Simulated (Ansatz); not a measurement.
# W: one contact scaled

An exercise on one series of results from a longer session: the logs are not shown, and one member is left open.

Method: DFT PBEsol, with the methods named in each step, in Ansatz 0.2.0.

4 further runs of the same task are left out: 4 that didn't finish. Runs told in other sessions of the task aren't counted.

**Starting point**

It takes space group Fd-3m (No. 227, cubic). The conventional cell has a = 5.445 Å, b = 5.445 Å, c = 5.445 Å, α = 90.00°, β = 90.00°, γ = 90.00°. W (site symmetry -43m) has 4 W at 2.36 Å in its first shell of neighbours.

Coordinates:

```cif
data_structure
_symmetry_space_group_name_H-M 'P 1'
_symmetry_Int_Tables_number 1
_cell_length_a 3.8503
_cell_length_b 3.8503
_cell_length_c 3.8503
_cell_angle_alpha 60.000
_cell_angle_beta 60.000
_cell_angle_gamma 60.000
_cell_volume 40.36
loop_
_atom_site_label
_atom_site_type_symbol
_atom_site_fract_x
_atom_site_fract_y
_atom_site_fract_z
_atom_site_occupancy
W1 W 0.87500 0.87500 0.87500 1
W2 W 0.12500 0.12500 0.12500 1
```

Atoms are numbered in the order of the input: W1, W2.

The first run:

The input, input.yaml:

```yaml
crystal:
  lattice:
    - [0.0, 2.7225927735, 2.7225927735]
    - [2.7225927735, 0.0, 2.7225927735]
    - [2.7225927735, 2.7225927735, 0.0]
  atoms:
    - { symbol: W, position: [-0.125, -0.125, -0.125] }
    - { symbol: W, position: [0.125, 0.125, 0.125] }
kpoints:
  mp_grid: { grid: [10, 10, 10] }
scf:
  occupations: { method: fermi_dirac, width: 0.05 }
hamiltonian:
  xc: pbesol
  pseudopotentials: { kind: all_electron, lapw: { basis_error: 0.001 } }
output:
  forces: true
  stress: true
  eigenvalues: true
  populations: true
```

The run is started by

```
$ ansatz run input.yaml --threads 1 --pin off --max-ram 2048MiB --backend cpu --events-out ev --progress --plain --runs-dir out
```

Among the steps run: The bond as given, LAPW; Shortest bond scaled by 1, crystal datasets; Shortest bond scaled by 0.94, LAPW; Shortest bond scaled by 0.88, LAPW.

One of the session's tables, all rows but one given; the rest of the session is left out.

| method | length (Å) | F from the given length (eV/cell) | force along the bond (eV/Å) | pressure (GPa) | largest force (eV/Å) |
| --- | --- | --- | --- | --- | --- |
| LAPW | 2.075 | 0.658 | 6.119 | 34.35 | 6.119 |
| LAPW | 2.216 | 0.115 | 1.975 | 30.18 | 1.975 |
| LAPW | 2.358 | 0.000 | 0.000 | 29.42 | 0.000 |
| PAW | 1.368 | 45.154 | 241.300 | 451.41 | 241.300 |
| PAW | 1.509 | 21.013 | 114.077 | 243.55 | 114.077 |
| PAW | 2.075 | 0.658 | 6.097 | 34.45 | 6.097 |
| PAW | 2.216 | ? | ? | ? | ? |
| PAW | 2.358 | 0.000 | 0.000 | 29.58 | 0.000 |
| crystal datasets | 2.358 | – | 0.000 | 29.42 | 0.000 |

Estimate the missing values for PAW, 2.216.

The run gave: F from the given length (eV/cell): 0.116; force along the bond (eV/Å): 1.979; pressure (GPa): 30.34; largest force (eV/Å): 1.979.

Caveats from the session: Warnings in the runs' records: gradients without spin orbit, crystal datasets made.
